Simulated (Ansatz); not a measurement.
**B (Boron): properties at the relaxed cell**

The task here is to estimate one member of a computed series from the others.

Computed with Ansatz 0.2.0 (DFT r2SCAN, scalar-relativistic, plane waves, PAW, unless a step's input says otherwise).

## The system as given

It takes space group R-3m (No. 166, trigonal). The conventional cell has a = 4.898 Å, b = 4.898 Å, c = 12.514 Å, α = 90.00°, β = 90.00°, γ = 120.00°. B (site symmetry m) is surrounded by 6 B at 1.67 to 1.80 Å. Around B (site symmetry m) lie 7 B at 1.77 to 2.01 Å.

Coordinates:

```cif
data_structure
_symmetry_space_group_name_H-M 'R-3m:H'
_symmetry_Int_Tables_number 166
_cell_length_a 4.8983
_cell_length_b 4.8983
_cell_length_c 12.5145
_cell_angle_alpha 90.000
_cell_angle_beta 90.000
_cell_angle_gamma 120.000
_cell_volume 260.03
loop_
_atom_site_label
_atom_site_type_symbol
_atom_site_symmetry_multiplicity
_atom_site_Wyckoff_symbol
_atom_site_fract_x
_atom_site_fract_y
_atom_site_fract_z
_atom_site_occupancy
B1 B 18 h 0.11849 0.88151 0.89138 1
B2 B 18 h 0.52959 0.47041 0.69092 1
```

This cell was relaxed beforehand with the same method: volume 7.22 Å³/atom, gap on the mesh 1.63 eV.

The first run:

File input.yaml:

```yaml
crystal:
  lattice:
    - [2.4244018269, 1.3997290474, 4.1293458264]
    - [-2.4244018269, 1.3997290474, 4.1293458264]
    - [0.0, -2.7994580947, 4.1293458264]
  atoms:
    - { symbol: B, position: [0.0098735177, 0.6543950551, 0.0098735177] }
    - { symbol: B, position: [0.0098735177, 0.0098735177, 0.6543950551] }
    - { symbol: B, position: [0.6543950551, 0.0098735177, 0.0098735177] }
    - { symbol: B, position: [0.9901264823, 0.3456049449, 0.9901264823] }
    - { symbol: B, position: [0.3456049449, 0.9901264823, 0.9901264823] }
    - { symbol: B, position: [0.9901264823, 0.9901264823, 0.3456049449] }
    - { symbol: B, position: [0.2205060264, 0.6317485072, 0.2205060264] }
    - { symbol: B, position: [0.2205060264, 0.2205060264, 0.6317485072] }
    - { symbol: B, position: [0.6317485072, 0.2205060264, 0.2205060264] }
    - { symbol: B, position: [0.7794939736, 0.3682514928, 0.7794939736] }
    - { symbol: B, position: [0.3682514928, 0.7794939736, 0.7794939736] }
    - { symbol: B, position: [0.7794939736, 0.7794939736, 0.3682514928] }
basis:
  ecutwfc: 500
kpoints:
  mp_grid: { grid: [9, 9, 9] }
hamiltonian:
  xc: r2scan
scf:
  occupations: { method: gaussian, width: 0.02 }
output:
  forces: true
  stress: true
  eigenvalues: true
  write_density: true
  write_potential: true
  elf: true
  volumetric_format: npy
relax:
  adjacent_minimum: "off"
  f_tol: 0.01
  max_steps: 30
  cell: { stress_tol: 0.1, fix: [volume] }
```

Launch:

```bash
$ ansatz run input.yaml --threads 4 --pin off --max-ram 10240MiB --backend cpu --events-out ev --progress --plain --runs-dir out
```

Steps of the session up to this table: Point at V/V0 = 0.97; The cell scaled to 1.03 of its volume; The cell scaled to 0.94 of its volume; Volume × 1.06; The cell scaled to 0.91 of its volume; Volume × 1.10; The cell scaled to 0.88 of its volume.

One of the session's tables, all rows but one given; the rest of the session is left out.

It belongs to the step «Equation of state». 

| volume (Å³/atom) | energy above the lowest point (meV/atom) | pressure (GPa) | gap on the mesh (eV) |
| --- | --- | --- | --- |
| 6.356 | 85.5 | 34.96 | 0.99 |
| 6.573 | 45.7 | 24.24 | 1.16 |
| 6.790 | ? | ? | ? |
| 7.006 | 4.6 | 6.95 | 1.51 |
| 7.223 | 0.0 | 0.02 | 1.63 |
| 7.440 | 4.1 | -5.95 | 1.72 |
| 7.657 | 15.7 | -11.08 | 1.81 |
| 7.945 | 41.0 | -16.78 | 1.93 |

Q: Estimate the row for volume (Å³/atom) = 6.790 from the others.

Worked estimate for «energy above the lowest point (meV/atom)». A straight line through the neighbours (6.573, 45.7) and (7.006, 4.6) gives 45.7 + (4.6 − 45.7) × (6.790 − 6.573) / (7.006 − 6.573) = 25.1; a parabola fitted to 4 rows on both sides gives 19.3.

The run gave: energy above the lowest point (meV/atom): 19.3; pressure (GPa): 14.97; gap on the mesh (eV): 1.34. In «energy above the lowest point (meV/atom)» the line misses by +5.8 and the parabola by 0.0.
